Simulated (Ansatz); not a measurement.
Runs of Ansatz 0.2.0 on SiNi2. Symmetry: Pnma, No. 62, orthorhombic system. The conventional cell has a = 4.990 Å, b = 3.720 Å, c = 7.030 Å, α = 90.00°, β = 90.00°, γ = 90.00°. Ni (site symmetry m) has 4 Si at 2.28 to 2.33 Å and 4 Ni at 2.53 to 2.62 Å as nearest neighbours. Around Ni (site symmetry m) lie 5 Si at 2.34 to 2.57 Å and 6 Ni at 2.53 to 2.62 Å. Si (site symmetry m) is surrounded by 9 Ni at 2.28 to 2.57 Å. 

| task | level | cell | k mesh | points for each segment of the path | gap on the mesh (eV) | pressure (GPa) | moment (μB) | largest force (eV/Å) |
| --- | --- | --- | --- | --- | --- | --- | --- | --- |
| band structure | RPBE | as given | 5 × 5 × 3 | 10 | none | 8.1 | 0.00 | 0.36 |
| band structure | revPBE | as given | 5 × 5 × 3 | 10 | none | (a) | 0.00 | 0.36 |
| band structure | BLYP | as given | 5 × 5 × 3 | 10 | none | 12.7 | 0.00 | 0.35 |
| relaxation of cell and atoms | RPBE+D4 | relaxed | 6 × 7 × 4 | - | none | 0.0 | 0.00 | - |

Alike in all rows: potentials or basis Ansatz PAW; spin collinear, ferromagnetic start; cutoff (eV) 420; smearing fermi-dirac 0.05 eV.

Task: Fill in the values left out.

Result: (a) 6.9.

Caveats: the PAW data sets come from PBE, with cores solved anew for the run's functional, which leaves a small shift of forces and pressure; the starting moments weren't kept; the plane-wave basis is chosen anew once the cell has moved, so the energies of steps on either side of that aren't comparable (some runs); pairwise dispersion overbinds metals, which lowers pressure and volume (some runs).

A gap of «none» marks a metal or a gap under the smearing width.
